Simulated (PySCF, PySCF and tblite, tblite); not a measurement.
# C₅H₈Sn: a path driven as a shift of bonds, and NMR exchange, part 2 of 2

PySCF and tblite. Atoms count from 0.

## Step 9: Shieldings, start: PBE0/def2-TZVP+pcSseg-1

What the job is given:

```
{"job": {"kind": "nmr", "xc": "PBE0", "basis": {"default": "pcSseg-1", "Sn": "def2-TZVP"}, "pop": false}, "charge": 0, "multiplicity": 1}
Sn    -1.988045     0.095393    -0.028125
C      0.020106     0.071183     0.896425
C      0.610269    -1.172778     0.370912
C      1.497102    -0.844479    -0.615785
C      1.566669     0.592796    -0.729259
C      0.722882     1.155054     0.187069
H     -2.900566    -1.214688     0.607521
H     -2.766020     1.570128     0.387762
H     -1.760670    -0.048424    -1.712650
H     -0.165341     0.165477     1.976465
H      0.351611    -2.176033     0.713037
H      2.058526    -1.549764    -1.230409
H      2.188504     1.136016    -1.442444
H      0.564293     2.219647     0.365913
```

The program printed:

```text
coarse grid: 53704 points
cycle   1  E = -407.6708169306  dE = -3.452e+01  |g| = 2.772e+00  |ddm| = 3.133e+01
cycle   2  E = -396.6188309691  dE =  1.105e+01  |g| = 8.039e+00  |ddm| = 1.542e+01
cycle   3  E = -409.2477323591  dE = -1.263e+01  |g| = 6.575e-01  |ddm| = 1.363e+01
cycle   4  E = -409.2844653223  dE = -3.673e-02  |g| = 3.843e-01  |ddm| = 9.542e-01
cycle   5  E = -409.3265806938  dE = -4.212e-02  |g| = 8.677e-02  |ddm| = 4.587e-01
cycle   6  E = -409.3277005480  dE = -1.120e-03  |g| = 5.504e-02  |ddm| = 1.079e-01
cycle   7  E = -409.3284124723  dE = -7.119e-04  |g| = 1.184e-02  |ddm| = 5.681e-02
cycle   8  E = -409.3284498093  dE = -3.734e-05  |g| = 2.297e-03  |ddm| = 1.394e-02
cycle   9  E = -409.3284511095  dE = -1.300e-06  |g| = 6.983e-04  |ddm| = 3.202e-03
final grid: 113064 points
cycle  10  E = -409.3284858408  dE =  4.364e-08  |g| = 8.953e-04  |ddm| = 1.901e-03
cycle  11  E = -409.3284856695  dE =  1.713e-07  |g| = 1.223e-03  |ddm| = 1.761e-03
cycle  12  E = -409.3284860401  dE = -3.705e-07  |g| = 5.956e-05  |ddm| = 1.033e-03
cycle  13  E = -409.3284860407  dE = -6.710e-10  |g| = 1.694e-05  |ddm| = 7.142e-05
converged SCF energy = -409.3284860407

GIAO shielding tensors (ppm)
atom      isotropic    diamagn.    paramagn.     s11        s22        s33       span
  0 Sn         nan         nan         nan        nan        nan        nan        nan
  1 C      130.358     247.808    -117.450     99.183    137.281    154.611     55.428
  2 C       46.681     253.630    -206.950    -54.974     36.493    158.523    213.497
  3 C       49.381     252.603    -203.222    -46.386     42.450    152.078    198.465
  4 C       49.386     252.605    -203.219    -46.382     42.460    152.080    198.462
  5 C       46.684     253.639    -206.954    -54.974     36.501    158.526    213.500
  6 H       26.020      27.749      -1.729     18.290     19.877     39.892     21.601
  7 H       26.020      27.748      -1.728     18.291     19.876     39.892     21.601
  8 H       28.072      27.726       0.346     19.711     23.771     40.733     21.022
  9 H       27.039      29.679      -2.640     23.449     23.714     33.955     10.505
 10 H       24.417      31.385      -6.968     22.079     23.532     27.640      5.561
 11 H       24.406      30.363      -5.957     22.465     23.560     27.192      4.727
 12 H       24.406      30.362      -5.956     22.465     23.560     27.192      4.727
 13 H       24.417      31.383      -6.966     22.079     23.533     27.640      5.562
```

It took 16 s on 1 thread of Arm Neoverse V2, shared host; peak memory 0.75 GiB.

In short: HOMO -6.36 eV, LUMO -0.80 eV; dipole 0.78 D.

## Step 10: Shieldings, saddle of leg 1: PBE0/def2-TZVP+pcSseg-1

What the job is given:

```
{"job": {"kind": "nmr", "xc": "PBE0", "basis": {"default": "pcSseg-1", "Sn": "def2-TZVP"}, "pop": false}, "charge": 0, "multiplicity": 1}
Sn    -1.790659     0.312378    -0.168578
C      0.172091    -0.224326     1.135489
C      0.805445    -1.281579     0.448283
C      1.456337    -0.748635    -0.674519
C      1.249057     0.637841    -0.723344
C      0.456032     1.005748     0.384692
H     -2.925451    -0.412429     0.910911
H     -2.395709     1.896596    -0.489135
H     -1.510681    -0.604682    -1.574615
H     -0.217068    -0.257905     2.155597
H      0.771896    -2.331706     0.737882
H      2.003373    -1.329286    -1.418591
H      1.615440     1.319380    -1.490822
H      0.309897     2.018604     0.766748
```

The program printed:

```text
coarse grid: 53704 points
cycle   1  E = -407.4394167097  dE = -3.425e+01  |g| = 2.885e+00  |ddm| = 3.120e+01
cycle   2  E = -369.0456067661  dE =  3.839e+01  |g| = 1.195e+01  |ddm| = 2.919e+01
cycle   3  E = -409.1408524463  dE = -4.010e+01  |g| = 9.643e-01  |ddm| = 2.816e+01
cycle   4  E = -409.2916278984  dE = -1.508e-01  |g| = 3.416e-01  |ddm| = 1.122e+00
cycle   5  E = -409.3116969030  dE = -2.007e-02  |g| = 1.559e-01  |ddm| = 4.121e-01
cycle   6  E = -409.3172566892  dE = -5.560e-03  |g| = 5.668e-02  |ddm| = 2.192e-01
cycle   7  E = -409.3180544834  dE = -7.978e-04  |g| = 1.242e-02  |ddm| = 6.271e-02
cycle   8  E = -409.3180886308  dE = -3.415e-05  |g| = 3.613e-03  |ddm| = 1.369e-02
cycle   9  E = -409.3180921787  dE = -3.548e-06  |g| = 5.437e-04  |ddm| = 4.623e-03
final grid: 113064 points
cycle  10  E = -409.3181438014  dE = -3.511e-08  |g| = 6.468e-04  |ddm| = 2.457e-03
cycle  11  E = -409.3181436795  dE =  1.219e-07  |g| = 9.335e-04  |ddm| = 1.584e-03
cycle  12  E = -409.3181439064  dE = -2.269e-07  |g| = 1.158e-04  |ddm| = 9.878e-04
cycle  13  E = -409.3181439094  dE = -2.995e-09  |g| = 2.558e-05  |ddm| = 1.290e-04
cycle  14  E = -409.3181439095  dE = -1.625e-10  |g| = 4.284e-06  |ddm| = 3.001e-05
converged SCF energy = -409.3181439095

GIAO shielding tensors (ppm)
atom      isotropic    diamagn.    paramagn.     s11        s22        s33       span
  0 Sn         nan         nan         nan        nan        nan        nan        nan
  1 C       86.857     251.335    -164.478     13.278     86.616    160.676    147.397
  2 C       59.203     251.513    -192.310    -25.599     39.919    163.291    188.890
  3 C       48.275     252.394    -204.119    -44.428     30.710    158.543    202.971
  4 C       59.160     251.512    -192.353    -25.764     39.916    163.328    189.092
  5 C       87.159     251.313    -164.154     13.803     87.017    160.656    146.852
  6 H       25.184      27.544      -2.360     17.021     19.517     39.014     21.993
  7 H       25.183      27.544      -2.361     17.031     19.507     39.010     21.979
  8 H       28.995      27.573       1.423     19.832     25.934     41.219     21.387
  9 H       25.391      31.258      -5.867     21.545     24.881     29.748      8.203
 10 H       24.440      30.723      -6.283     21.810     24.379     27.130      5.320
 11 H       24.104      30.217      -6.113     21.812     25.102     25.397      3.585
 12 H       24.440      30.724      -6.284     21.811     24.379     27.130      5.319
 13 H       25.397      31.252      -5.856     21.543     24.881     29.766      8.223
```

Wall time 17 s (1 thread of Arm Neoverse V2, shared host); peak memory 0.77 GiB.

This run: HOMO -6.33 eV, LUMO -0.81 eV; dipole 1.09 D.

## Step 11: Barriers, rates and exchange

What the job is given:

```
{"job": {"smiles": "[SnH3][CH]1C=CC=C1", "charge": 0, "mult": 1, "motion": "shift", "what": "ring whizzing, 1,2-shift on cyclopentadiene", "atoms": [0, 1, 5], "drives": [{"terms": [["d", [0, 1], 1], ["d", [0, 5], -1]], "neg": true, "n": 14}], "study": "path", "level": {"kind": "nmr", "xc": "PBE0", "basis": {"default": "pcSseg-1", "Sn": "def2-TZVP"}}, "fields": [60, 400, 700], "first": 2, "seed": 850, "refine": {"xc": "PBE0", "basis": "def2-SVP"}, "kind": "path"}, "charge": 0, "multiplicity": 1}
Sn    -2.039592     0.100233     0.002752
C     -0.002993     0.066764     0.827070
C      0.626207    -1.167248     0.328159
C      1.549002    -0.841450    -0.596867
C      1.618276     0.588097    -0.709405
C      0.737786     1.141572     0.146067
H     -2.964590    -1.157898     0.608037
H     -2.834770     1.521109     0.395412
H     -1.988897    -0.033837    -1.653442
H     -0.099506     0.156414     1.905294
H      0.367003    -2.149663     0.678398
H      2.163156    -1.524087    -1.157093
H      2.291021     1.112502    -1.364722
H      0.577220     2.187018     0.336773
```

The program printed:

```text
stationary points (kcal/mol above the start)
  n  kind          group   xTB      DFT    lowest mode
  0  minimum      Cs       0.00     0.00      90.2
  1  saddle       Cs       8.24     6.41    -259.6
  2  minimum      Cs       0.00     0.00      90.1

GFN2-xTB energies: T/K, barrier G, reaction G (kcal/mol), k forward, k back (1/s)
 150.00     7.15    -0.00        237        235
 200.00     7.24    -0.00   1.01e+05      1e+05
 250.00     7.34    -0.00   3.98e+06   3.95e+06
 298.15     7.44    -0.00   4.38e+07   4.35e+07
 350.00     7.55    -0.00   2.83e+08   2.81e+08
 400.00     7.65    -0.00    1.1e+09   1.09e+09
 500.00     7.88    -0.01   7.52e+09   7.48e+09

PBE0-D3(BJ)/def2-SVP energies: T/K, barrier G, reaction G (kcal/mol), k forward, k back (1/s)
 150.00     5.35    -0.00   1.02e+05      1e+05
 200.00     5.44    -0.00   9.52e+06   9.43e+06
 250.00     5.53    -0.00   1.51e+08    1.5e+08
 298.15     5.63    -0.00   9.24e+08   9.17e+08
 350.00     5.74    -0.00    3.8e+09   3.77e+09
 400.00     5.85    -0.01   1.06e+10   1.06e+10
 500.00     6.07    -0.01   4.63e+10   4.61e+10

PBE0/pcSseg-1 Sn:def2-TZVP + D3(BJ) energies: T/K, barrier G, reaction G (kcal/mol), k forward, k back (1/s)
 150.00     5.33    -0.00   1.09e+05   1.07e+05
 200.00     5.42    -0.00      1e+07   9.92e+06
 250.00     5.51    -0.00   1.57e+08   1.56e+08
 298.15     5.61    -0.00   9.56e+08   9.49e+08
 350.00     5.72    -0.00   3.91e+09   3.88e+09
 400.00     5.83    -0.01   1.09e+10   1.08e+10
 500.00     6.05    -0.01   4.73e+10    4.7e+10
```

It took 3 min on 1 thread of Arm Neoverse V2, shared host; peak memory 0.77 GiB. This counts the whole study up to here.

Barriers by level (kcal/mol; entropies in cal/(mol K)). Zero-point and thermal terms come from xTB in every row. ΔG‡ leaves symmetry out; the rate counts equivalent paths (a factor of 2); effective ΔG‡, where given, is the barrier that would give that rate by Eyring's equation alone:

| level | ΔE‡ | with zero-point | ΔH‡ | ΔS‡ | ΔG‡ (298 K) | ΔE of reaction | k at 298 K (1/s) | effective ΔG‡ |
| --- | --- | --- | --- | --- | --- | --- | --- | --- |
| GFN2-xTB | 8.24 | 6.95 | 6.61 | -2.8 | 7.44 | 0.00 | 4.4e+07 | 7.03 |
| PBE0-D3(BJ)/def2-SVP | 6.43 | 5.15 | 4.80 | -2.8 | 5.63 | 0.00 | 9.2e+08 | 5.22 |
| PBE0/pcSseg-1 Sn:def2-TZVP + D3(BJ) | 6.41 | 5.13 | 4.78 | -2.8 | 5.61 | 0.00 | 9.6e+08 | 5.20 |

Sites that the driver pairs across this motion, and where their lines would merge (no couplings; faster rotations or exchange between molecules can average them sooner):

| nucleus | sites: shielding (ppm) | proton frequency (MHz) | spread (Hz) | coalescence (K) | lines at 298 K |
| --- | --- | --- | --- | --- | --- |
| 13C | C1: 130.4; C2, C5: 46.7; C3, C4: 49.4 | 60 | 1263 | 124 | 1 |
| 13C | C1: 130.4; C2, C5: 46.7; C3, C4: 49.4 | 400 | 8418 | 136 | 1 |
| 13C | C1: 130.4; C2, C5: 46.7; C3, C4: 49.4 | 700 | 14731 | 140 | 1 |
| 1H | H9: 27.04; H10, H13: 24.42; H11, H12: 24.41 | 60 | 158 | 113 | 1 |
| 1H | H9: 27.04; H10, H13: 24.42; H11, H12: 24.41 | 400 | 1053 | 123 | 1 |
| 1H | H9: 27.04; H10, H13: 24.42; H11, H12: 24.41 | 700 | 1843 | 127 | 1 |

## Step 12: Nudged elastic band

What the job is given:

```
{"job": {"images": 3, "climb": false, "steps": 60, "xc": "GFN2-xTB", "basis": "xTB", "kind": "neb"}, "charge": 0, "multiplicity": 1}
Sn    -2.035954     0.097204    -0.017099
C     -0.004165     0.062005     0.819741
C      0.628514    -1.170032     0.320196
C      1.556777    -0.840473    -0.598054
C      1.625716     0.589478    -0.705490
C      0.739933     1.139506     0.146700
H     -2.964522    -1.163747     0.577458
H     -2.834881     1.516060     0.375472
H     -1.976011    -0.030503    -1.673575
H     -0.107071     0.147974     1.897709
H      0.367934    -2.153795     0.665809
H      2.174551    -1.520938    -1.156884
H      2.301892     1.116565    -1.355002
H      0.577136     2.184154     0.339605
```

The program printed:

```text
image   E - E0 / eV
  0       0.0000
  1       0.3574
  2       0.0000
```

It took 0.25 s on 1 thread of Arm Neoverse V2, shared host.

This input is unsound on purpose: too few images.

The highest point is number 1, 8.2 kcal/mol above the first.

## Step 13: Results

What follows sums up all 2 parts.

```
                                     quantity                              value
barrier (PBE0/pcSseg-1 Sn:def2-TZVP + D3(BJ))   ΔE‡ 6.4, ΔG‡(298 K) 5.6 kcal/mol
                           barrier (GFN2-xTB)                   ΔE‡ 8.2 kcal/mol
                                rate at 298 K                        9.6e+08 s⁻¹
                              end of the path  the start, renumbered or mirrored
                        coalescence of 13C C1                   140 K at 700 MHz
```

DFT puts the top 6.4 kcal/mol above the start (xTB: 8.2); the rate from the DFT barrier is 9.6e+08 s⁻¹ at 298 K. An error of 1.4 kcal/mol changes that rate tenfold. The 13C lines of C1 and its partners, 14731 Hz apart at 700 MHz, merge at 140 K, so by this path alone the exchange at 298 K is fast for them; other paths were not followed.
